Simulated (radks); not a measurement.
# Si in [Ne] 3s2 3p2: an all-electron calculation

The task here is to estimate one member of a computed series from the others.

Method: scalar-relativistic Kohn-Sham, B86b exchange with PBE correlation, spin-polarised, spherical densities, point nucleus; open shells are filled with parallel spins first. Code: radks (a radial shooting solver on a logarithmic mesh, Libxc functionals) version 1.

### The atom as given

* element: silicon (Z = 14)
* charge: 0
* electrons: 14
* configuration: [Ne] 3s2 3p2

The outer shells:

Si
```
[Ne] core
3s [↑↓]
3p [↑ ][↑ ][  ]
```

Set-up of the first run:

Input:

```text
Z 14
configuration [Ne] 3s2 3p2 4s0 3d0
relativity scalar-relativistic
functional b86_mgc,pbe
spin polarised
nucleus point
c 137.035999084
```

On the command line:

```sh
python run_ks.py task.json out
```

The same process makes all the runs of this session.

One of the session's tables, all rows but one given; the rest of the session is left out.

It belongs to the step «Orbitals and density». Sizes of the orbitals, from the radial functions (bohr):

```
  level     <r>  outermost maximum (interpolated)  90 % within  nodes
  1s up  0.1113                            0.0726        0.199      0
1s down  0.1113                            0.0726        0.199      0
  2s up  0.5679                             0.454        0.895      1
2s down  0.5679                             0.454        0.895      1
  2p up  0.5376                             0.388        0.904      0
2p down  0.5375                             0.388        0.904      0
  3s up       ?                                 ?            ?      ?
3s down   2.160                              1.77         3.31      2
  3p up   2.743                              2.15         4.33      1
3p down   2.858                              2.15         4.60      1
```

**Question.** Estimate the row for 3s up.

As computed: <r>: 2.162; outermost maximum (interpolated): 1.80; 90 % within: 3.29; nodes: 2. In the column «<r>» it lies between 3s down (2.160) and 3p up (2.743).

Limits of these values: Open shells are spherical and high-spin; term and fine-structure splittings are not resolved.
